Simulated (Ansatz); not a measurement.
# C2H6FNSeSi: two geometries relaxed

Are the two ends of the inversion of the pyramid at N1 separate minima, and which lies lower? Each is relaxed from a guess. SMILES of the start: N[SiH]1C[Se]C1F.

Method: RKS PBE-D4/def2-SVP, in Ansatz 0.2.0.

## 1. The system as given

Bond lengths: N1–Si2 1.783 Å, Si2–C3 1.827 Å, C3–Se4 1.942 Å, Si2–C5 1.845 Å, Se4–C5 2.011 Å, C5–F6 1.389 Å, N1–H7 0.993 Å, N1–H8 1.042 Å, Si2–H9 1.434 Å, C3–H10 1.129 Å, C3–H11 1.123 Å, C5–H12 1.099 Å. Angles (14 of 22 angles, heavy atoms first): N1–Si2–C3 110.2°, N1–Si2–C5 114.0°, C3–Si2–C5 85.0°, Si2–C3–Se4 100.2°, C3–Se4–C5 77.7°, Si2–C5–Se4 97.1°, Si2–C5–F6 112.1°, Se4–C5–F6 111.4°, N1–Si2–H9 115.5°, C3–Si2–H9 114.3°, C5–Si2–H9 114.1°, Si2–N1–H7 108.7°, Si2–N1–H8 104.5°, Si2–C3–H10 114.3°.

As a file:

```xyz
12

N    -1.1814   -1.4957   -0.3950
Si    0.0749   -0.2658   -0.6931
C     1.1654   -0.1133    0.7654
Se    0.7631    1.7087    1.3046
C    -0.4458    1.4559   -0.2820
F    -1.7840    1.5236    0.0840
H    -0.7571   -2.3929   -0.4097
H    -1.5432   -1.2747    0.5570
H     0.7706   -0.3840   -1.9418
H     0.9443   -0.8521    1.5900
H     2.2561   -0.1626    0.5045
H    -0.1859    2.1976   -1.0500
```

## 2. End point A

File input.yaml:

```yaml
crystal:
  periodic: [false, false, false]
  atoms:
    - { symbol: "N", position_ang: [-1.1814, -1.4957, -0.395] }
    - { symbol: Si, position_ang: [0.0749, -0.2658, -0.6931] }
    - { symbol: C, position_ang: [1.1654, -0.1133, 0.7654] }
    - { symbol: Se, position_ang: [0.7631, 1.7087, 1.3046] }
    - { symbol: C, position_ang: [-0.4458, 1.4559, -0.282] }
    - { symbol: F, position_ang: [-1.784, 1.5236, 0.084] }
    - { symbol: H, position_ang: [-0.7571, -2.3929, -0.4097] }
    - { symbol: H, position_ang: [-1.5432, -1.2747, 0.557] }
    - { symbol: H, position_ang: [0.7706, -0.384, -1.9418] }
    - { symbol: H, position_ang: [0.9443, -0.8521, 1.59] }
    - { symbol: H, position_ang: [2.2561, -0.1626, 0.5045] }
    - { symbol: H, position_ang: [-0.1859, 2.1976, -1.05] }
basis:
  gaussian: { orbitals: def2-SVP }
hamiltonian:
  xc: pbe
  dispersion: d4
relax:
  f_tol: 0.015
  max_steps: 40
output:
  orbitals: {}
```

The run is started by

```
ansatz run input.yaml --threads 2 --pin off --max-ram 3072MiB --backend cpu --events-out ev --progress --plain --runs-dir out
```

Output (excerpt; [...] marks lines left out):

```text
Warning: RAYON_NUM_THREADS=2 ignored (pool sized by the plan → 2); use --threads N
[...]
Functional definition: PBE
[...]
1526 factors; their error is unknown
[...]
mean field -79569.03949709 eV, -2924.1082676861 hartree, gradient 2.7e-5 eV, S^2 0.000000; 0 other end points of the search recorded, 0 dependent functions left out
[...]
reference -79569.03953137 eV, -2924.1082689456 hartree; 41, 41 occupied and 95, 95 virtual orbitals, 1526 factors
relax step   1: F+E_penalty+E_count = -79569.38336997 eV  Δ(F+E_penalty+E_count) = +0.000e0 eV  max|allowed force component| = 2.620e0 eV/Å  Δτ_max = 0.0000 Å  (31 SCF iters, accepted)
[...]
relax step   4: F+E_penalty+E_count = -79570.11596264 eV  Δ(F+E_penalty+E_count) = -5.981e-2 eV  max|allowed force component| = 4.280e-1 eV/Å  Δτ_max = 0.2000 Å  (29 SCF iters, accepted)
[...]
relax step   7: F+E_penalty+E_count = -79570.16473172 eV  Δ(F+E_penalty+E_count) = -1.288e-2 eV  max|allowed force component| = 3.132e-1 eV/Å  Δτ_max = 0.1653 Å  (30 SCF iters, accepted)
[...]
relax step  10: F+E_penalty+E_count = -79570.19185578 eV  Δ(F+E_penalty+E_count) = -6.460e-3 eV  max|allowed force component| = 1.293e-1 eV/Å  Δτ_max = 0.0798 Å  (30 SCF iters, accepted)
[...]
relax step  13: F+E_penalty+E_count = -79570.19429651 eV  Δ(F+E_penalty+E_count) = -2.441e-3 eV  max|allowed force component| = 3.520e-2 eV/Å  Δτ_max = 0.0379 Å  (29 SCF iters, accepted)
[...]
relax step  14: F+E_penalty+E_count = -79570.19533798 eV  Δ(F+E_penalty+E_count) = -1.041e-3 eV  max|allowed force component| = 1.956e-1 eV/Å  Δτ_max = 0.0636 Å  (29 SCF iters, accepted)
[...]
1526 factors; their error is unknown
mean field -79569.86398513 eV, -2924.1385670626 hartree, gradient 2.7e-5 eV, S^2 0.000000; 0 other end points of the search recorded, 0 dependent functions left out
```

## 3. More of the same log: end point A relaxed

The log, continued (excerpt; [...] marks lines left out):

```text
[...]
reference -79569.86402159 eV, -2924.1385684026 hartree; 41, 41 occupied and 95, 95 virtual orbitals, 1526 factors
relax step  15: F+E_penalty+E_count = -79570.19764433 eV  Δ(F+E_penalty+E_count) = -2.306e-3 eV  max|allowed force component| = 7.231e-2 eV/Å  Δτ_max = 0.1500 Å  (28 SCF iters, accepted)
[...]
relax step  17: F+E_penalty+E_count = -79570.20088668 eV  Δ(F+E_penalty+E_count) = -2.464e-3 eV  max|allowed force component| = 5.816e-2 eV/Å  Δτ_max = 0.0990 Å  (28 SCF iters, accepted)
[...]
relax step  19: F+E_penalty+E_count = -79570.20723959 eV  Δ(F+E_penalty+E_count) = -6.081e-3 eV  max|allowed force component| = 1.344e-1 eV/Å  Δτ_max = 0.1478 Å  (29 SCF iters, accepted)
[...]
relax step  21: F+E_penalty+E_count = -79570.21158885 eV  Δ(F+E_penalty+E_count) = -4.349e-3 eV  max|allowed force component| = 4.059e-2 eV/Å  Δτ_max = 0.0345 Å  (31 SCF iters, accepted)
[...]
Atom 2 at     1.325467    -0.074779     0.948812 Å, force     0.001619    -0.002540     0.002393 eV/Å
Atom 3 at     1.187893     1.904475     0.686554 Å, force    -0.003949     0.002879    -0.001235 eV/Å
Atom 4 at    -0.506016     1.475627    -0.268749 Å, force     0.004808    -0.011397    -0.004675 eV/Å
Atom 5 at    -1.629396     1.542174     0.554660 Å, force    -0.002373     0.004732     0.004609 eV/Å
Atom 6 at    -1.348742    -2.096425    -1.221975 Å, force     0.002503     0.003401     0.003416 eV/Å
Atom 7 at    -1.636753    -1.705907     0.390649 Å, force    -0.003845    -0.003980     0.002214 eV/Å
Atom 8 at     0.853054    -0.469759    -1.815589 Å, force     0.002132     0.000594    -0.001872 eV/Å
Atom 9 at     0.955207    -0.363617     1.952161 Å, force     0.001435     0.001202    -0.004407 eV/Å
Atom 10 at     2.362336    -0.439872     0.816607 Å, force    -0.000416    -0.001244     0.001441 eV/Å
Atom 11 at    -0.654938     2.167190    -1.124950 Å, force     0.000493     0.004515    -0.000573 eV/Å
Dipole moment:    -0.144201    -0.397558    -0.184648 e Å
```

Run time: 93 s. Hardware: 2 threads of Arm Neoverse V1, shared host; peak memory 0.2 GiB.

Step by step:

| step | energy from step 1 (eV) | largest force component (eV/Å) |
| --- | --- | --- |
| 1 | 0.0000 | 2.6202 |
| 2 | -0.5649 | 0.9746 |
| 3 | -0.6728 | 0.5033 |
| 4 | -0.7326 | 0.4280 |
| 5 | -0.7526 | 0.3737 |
| 6 | -0.7685 | 0.3193 |
| 7 | -0.7814 | 0.3132 |
| 8 | -0.7848 | 0.6379 |
| 9 | -0.8020 | 0.2300 |
| 10 | -0.8085 | 0.1293 |
| 11x | -0.7914 | 0.8765 |
| 12x | -0.8006 | 0.2390 |
| 13 | -0.8109 | 0.0352 |
| 14 | -0.8120 | 0.1956 |
| 15 | -0.8143 | 0.0723 |
| 16 | -0.8151 | 0.0491 |
| 17 | -0.8175 | 0.0582 |
| 18 | -0.8178 | 0.2858 |
| 19 | -0.8239 | 0.1344 |
| 20x | -0.8194 | 0.4689 |
| 21 | -0.8282 | 0.0406 |
| 22 | -0.8301 | 0.0866 |
| 23x | -0.8299 | 0.0720 |
| 24 | -0.8306 | 0.0181 |
| 25 | -0.8307 | 0.0114 |

Step 1 is the start. 4 steps were tried and not accepted (marked x).

After: Bond lengths: N1–Si2 1.733 Å, Si2–C3 1.898 Å, C3–Se4 2.001 Å, Si2–C5 1.929 Å, Se4–C5 1.991 Å, C5–F6 1.394 Å, N1–H7 1.022 Å, N1–H8 1.023 Å, Si2–H9 1.502 Å, C3–H10 1.108 Å, C3–H11 1.107 Å, C5–H12 1.111 Å. Angles (14 of 22 angles, heavy atoms first): N1–Si2–C3 116.4°, N1–Si2–C5 120.2°, C3–Si2–C5 89.4°, Si2–C3–Se4 89.4°, C3–Se4–C5 84.7°, Si2–C5–Se4 88.8°, Si2–C5–F6 112.6°, Se4–C5–F6 113.1°, N1–Si2–H9 107.2°, C3–Si2–H9 112.3°, C5–Si2–H9 110.7°, Si2–N1–H7 120.2°, Si2–N1–H8 120.1°, Si2–C3–H10 116.7°.

Pairs that crossed the distance rule for bonds on the way: came closer Si2–Se4.

## 4. Relaxing end B

The second end starts from a geometry with the move made by hand.

Edit input.yaml of step 2 so:

```diff
@@ -9,4 +9,4 @@
     - { symbol: F, position_ang: [-1.784, 1.5236, 0.084] }
-    - { symbol: H, position_ang: [-0.7571, -2.3929, -0.4097] }
-    - { symbol: H, position_ang: [-1.5432, -1.2747, 0.557] }
+    - { symbol: H, position_ang: [-1.16518, -2.15277, -1.13878] }
+    - { symbol: H, position_ang: [-2.07601, -0.96118, -0.39492] }
     - { symbol: H, position_ang: [0.7706, -0.384, -1.9418] }
@@ -23,3 +23 @@
   max_steps: 40
-output:
-  orbitals: {}
```

The run is started by

```
ansatz run input.yaml --threads 2 --pin off --max-ram 3072MiB --backend cpu --events-out ev --progress --plain --runs-dir out
```

Output (excerpt; [...] marks lines left out):

```text
Warning: RAYON_NUM_THREADS=2 ignored (pool sized by the plan → 2); use --threads N
[...]
[... 1 set-up line as earlier in the session ...]
[...]
1526 factors; their error is unknown
[...]
mean field -79569.11088775 eV, -2924.1108912444 hartree, gradient 1.9e-5 eV, S^2 0.000000; 0 other end points of the search recorded, 0 dependent functions left out
[...]
reference -79569.11092295 eV, -2924.1108925381 hartree; 41, 41 occupied and 95, 95 virtual orbitals, 1526 factors
relax step   1: F+E_penalty+E_count = -79569.45253971 eV  Δ(F+E_penalty+E_count) = +0.000e0 eV  max|allowed force component| = 2.505e0 eV/Å  Δτ_max = 0.0000 Å  (31 SCF iters, accepted)
[...]
relax step   4: F+E_penalty+E_count = -79570.11346839 eV  Δ(F+E_penalty+E_count) = -3.623e-2 eV  max|allowed force component| = 4.410e-1 eV/Å  Δτ_max = 0.0993 Å  (30 SCF iters, accepted)
[...]
Atom 2 at     1.165253    -0.165055     0.894164 Å, force     0.002623    -0.001266    -0.000878 eV/Å
Atom 3 at     1.143781     1.832551     0.770612 Å, force     0.000326    -0.001263     0.002404 eV/Å
Atom 4 at    -0.493445     1.563006    -0.329945 Å, force    -0.010246     0.004262    -0.005006 eV/Å
Atom 5 at    -1.670151     1.630429     0.415755 Å, force     0.006116     0.000635    -0.000203 eV/Å
Atom 6 at    -1.421420    -1.882428    -1.617364 Å, force    -0.000888     0.000961     0.006782 eV/Å
Atom 7 at    -1.814775    -1.607217    -0.002213 Å, force     0.007715     0.002386    -0.009718 eV/Å
Atom 8 at     0.886712    -0.330432    -1.918595 Å, force     0.000919     0.001398    -0.001435 eV/Å
Atom 9 at     0.706306    -0.503084     1.843833 Å, force    -0.001044    -0.000476     0.001440 eV/Å
Atom 10 at     2.189903    -0.575964     0.810337 Å, force     0.001606     0.000649     0.001060 eV/Å
Atom 11 at    -0.545773     2.321502    -1.139743 Å, force     0.000795     0.000100     0.000991 eV/Å
Dipole moment:    -0.148356    -0.378887    -0.223509 e Å
```

Wall time 53 s (2 threads of Arm Neoverse V1, shared host); peak memory 0.2 GiB.

The steps of the relaxation:

| step | energy from step 1 (eV) | largest force component (eV/Å) |
| --- | --- | --- |
| 1 | 0.0000 | 2.5049 |
| 2 | -0.5341 | 1.0125 |
| 3 | -0.6247 | 0.5798 |
| 4 | -0.6609 | 0.4410 |
| 5 | -0.6663 | 0.8491 |
| 6 | -0.6853 | 0.9508 |
| 7 | -0.7305 | 0.4212 |
| 8 | -0.7463 | 0.1405 |
| 9 | -0.7537 | 0.0606 |
| 10 | -0.7567 | 0.2236 |
| 11 | -0.7592 | 0.1479 |
| 12 | -0.7612 | 0.0546 |
| 13 | -0.7615 | 0.0138 |
| 14 | -0.7615 | 0.0102 |

Step 1 is the start.

After: Bond lengths: N1–Si2 1.733 Å, Si2–C3 1.898 Å, C3–Se4 2.002 Å, Si2–C5 1.928 Å, Se4–C5 1.991 Å, C5–F6 1.395 Å, N1–H7 1.022 Å, N1–H8 1.023 Å, Si2–H9 1.502 Å, C3–H10 1.108 Å, C3–H11 1.107 Å, C5–H12 1.111 Å. Angles (14 of 22 angles, heavy atoms first): N1–Si2–C3 116.5°, N1–Si2–C5 120.3°, C3–Si2–C5 89.3°, Si2–C3–Se4 89.3°, C3–Se4–C5 84.7°, Si2–C5–Se4 88.8°, Si2–C5–F6 112.7°, Se4–C5–F6 113.1°, N1–Si2–H9 107.1°, C3–Si2–H9 112.3°, C5–Si2–H9 110.6°, Si2–N1–H7 120.2°, Si2–N1–H8 120.4°, Si2–C3–H10 116.7°.

Pairs that crossed the distance rule for bonds on the way: came closer Si2–Se4.

## 5. What came out

```
                           quantity                     value
                              end A  20 moves, 0.831 eV lower
                              end B  13 moves, 0.762 eV lower
largest difference between the ends                    0.01 Å
            end B relative to end A                 -0.000 eV
```

Both starts fell into the same minimum (no atom differs by more than 0.01 Å), so from this start no second minimum was found and no band was run; another arrangement could still be one.
